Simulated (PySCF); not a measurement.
# C₃H₆OSi: electronic excitations and core binding energies

What electronic excitations and core binding energies should C₃H₆OSi (`C[Si@H]1C=CO1`) show?

Computed with PySCF 2.14.0, with density-fitted response routines of our own, on a single molecule in the gas phase. Atoms count from 0, in the outputs and in this text.

## (1) The starting structure

11 atoms, charge 0, multiplicity 1; geometry from: GFN2-xTB.

Bonds of the start (Å): C0–Si1 1.89, Si1–C2 1.89, C2–C3 1.33, C3–O4 1.38, O4–Si1 1.71, C0–H5 1.09, C0–H6 1.09, C0–H7 1.08, Si1–H8 1.46, C2–H9 1.07, C3–H10 1.08.

## (2) TDDFT and polarisability: CAM-B3LYP/def2-SVPD

The job: settings as JSON, then the geometry in Å.

```
{"job": {"kind": "uv", "xc": "CAM-B3LYP", "basis": "def2-SVPD", "nstates": 8, "ntriplets": 3}, "charge": 0, "multiplicity": 1}
C     -1.798314    -0.204038    -0.308243
Si    -0.168128     0.424910     0.406408
C      1.380483    -0.656313     0.385673
C      1.830768     0.178248    -0.550908
O      0.849832     1.117372    -0.785513
H     -1.634503    -0.883436    -1.139515
H     -2.400435     0.624954    -0.667316
H     -2.370368    -0.727806     0.449601
H     -0.288770     1.367556     1.510710
H      1.866007    -1.496878     0.837527
H      2.738851     0.258102    -1.124466
```

Method: TDDFT CAM-B3LYP/def2-SVPD, vertical, gas phase, core orbitals frozen in the response.

The run is started by

```bash
$ OMP_NUM_THREADS=1 python probes_run.py task.json out
```

The driver reads the jobs from task.json and runs them one after another.

**Question.** This job is followed by: delta-SCF UKS SCAN, pcX-2 on the ionised atom, pcseg-1 elsewhere, spin-free X2C. Predict these results of the whole session: lowest singlet (CAM-B3LYP/def2-SVPD); brightest single state of those computed; lowest triplet; C1s binding energies, SCAN/pcX-2 (standing for 2 of 3 atoms); Si1s binding energies, SCAN/pcX-2; Si2p binding energies, SCAN/pcX-2; O1s binding energies, SCAN/pcX-2.

As calculated:

| quantity | value |
| --- | --- |
| lowest singlet (CAM-B3LYP/def2-SVPD) | 5.65 eV (219 nm), f = 0.006 |
| brightest single state of those computed | state 2, 5.90 eV, f = 0.082 |
| lowest triplet | 3.90 eV |
| C1s binding energies, SCAN/pcX-2 (standing for 2 of 3 atoms) | C0 290.52, C2 289.36 eV |
| Si1s binding energies, SCAN/pcX-2 | Si1 1847.26 eV |
| Si2p binding energies, SCAN/pcX-2 | Si1 107.58 eV |
| O1s binding energies, SCAN/pcX-2 | O4 537.73 eV |

The lowest singlet, at 5.65 eV, is HOMO→LUMO+1 0.66, HOMO→LUMO 0.29 and is weak; of the 8 states computed, the strongest absorption comes from state 2 at 5.90 eV. The lowest triplet lies 1.75 eV below the lowest singlet (triplets in Tamm-Dancoff, singlets in full TDDFT). The C1s levels kept as sound span 1.16 eV, from C2 (β carbon of an enol-ether or enamine type C=C) up to C0 (methyl carbon bonded to Si). Only 2 of the 3 C atoms are covered by sound results.
